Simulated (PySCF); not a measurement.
**AlI+: from the state search to spectroscopic constants**

Aim: find the lowest electronic state of AlI+, scan its bond at several levels of theory, and get bond length, wavenumber and dissociation energy from each curve.

Method: Al def2-SVP, I def2-SVP with ECP28, scalar-relativistic core potentials; program: PySCF 2.14.0.

## Step 1: The job

Settings of the job:

| Property | Result |
| --- | --- |
| atoms | Al, I |
| charge | 1 |
| basis | Al def2-SVP, I def2-SVP with ECP28 |
| Hamiltonian | scalar-relativistic core potentials |
| basis functions | 44 |
| electrons treated | 37 |
| masses in u | 26.9815, 126.9045 |
| levels | PBE0, PBE, r²SCAN, revPBE, B97-3, r²SCAN0, CAM-B3LYP, HF, MP2, SCS-MP2, CCSD, CCSD(T) |
| grid | 80 radial by 434 angular points |
| occupations | held fixed by the projection of orbital angular momentum |
| dissociation limit | Al+ + I, each in its ground configuration |
| starting distance in angstrom | 2.605 |
| values of 2S to try | 1, 3 |

Launch:

```sh
OMP_NUM_THREADS=1 python dia.py task.json out
```

The runs that follow: PBE0 along the bond; Higher solutions at PBE0; PBE (GGA); r²SCAN (meta-GGA); revPBE (GGA); B97-3 (global hybrid GGA); r²SCAN0 (hybrid meta-GGA); CAM-B3LYP (range-separated hybrid); UHF (mean field); Adding correlation.

What does the calculation give? Wanted: for each run, Re; ωe; De; μ.

The runs gave:

Lowest PBE0 solution found, without spin–orbit coupling: ²Σ⁺ (doublet), unpaired electrons σ ↑. State 2 has its PBE0 minimum 0.69 eV higher. State 3 has its PBE0 minimum 3.74 eV higher. The other levels ran on the lowest alone.

| level | Re (Å) | ωe (cm⁻¹) | De (eV) | μ (D) |
| --- | --- | --- | --- | --- |
| UHF | 2.401 | 384 | 0.53 | -8.25 |
| UHF-MP2 | 2.389 | 415 | 1.02 | n/a |
| UHF-SCS-MP2 | 2.398 | 402 | 0.82 | n/a |
| UHF-CCSD | 2.411 | 373 | 0.74 | n/a |
| UHF-CCSD(T) | 2.411 | 378 | 0.85 | n/a |
| PBE | 2.425 | 365 | 1.41 | -7.09 |
| revPBE | 2.432 | 362 | 1.30 | -7.15 |
| r²SCAN | 2.398 | 392 | 1.53 | -7.42 |
| PBE0 | 2.403 | 380 | 1.29 | -7.39 |
| r²SCAN0 | 2.389 | 396 | 1.38 | -7.61 |
| B97-3 | 2.416 | 370 | 1.07 | -7.48 |
| CAM-B3LYP | 2.408 | 367 | 0.96 | -7.50 |

De is counted to Al+ + I in their ground configurations. A positive dipole points from Al to I; in an ion it is taken about the centre of mass and does not tell which atom is negative.

**Reading.** The methods spread over 0.043 Å in bond length, from UHF-MP2 to revPBE. CCSD(T) can't serve as the judge here: for a weak bond in this basis it is far from its limit. Of the levels with a De here, UHF gives the least (0.53 eV) and r²SCAN the most (1.53 eV).

Correlated steps freeze 9 core orbitals. These are scalar-relativistic numbers at best; spin–orbit coupling would shift them, the dissociation energy most. With spin–orbit coupling the term label itself may not hold.
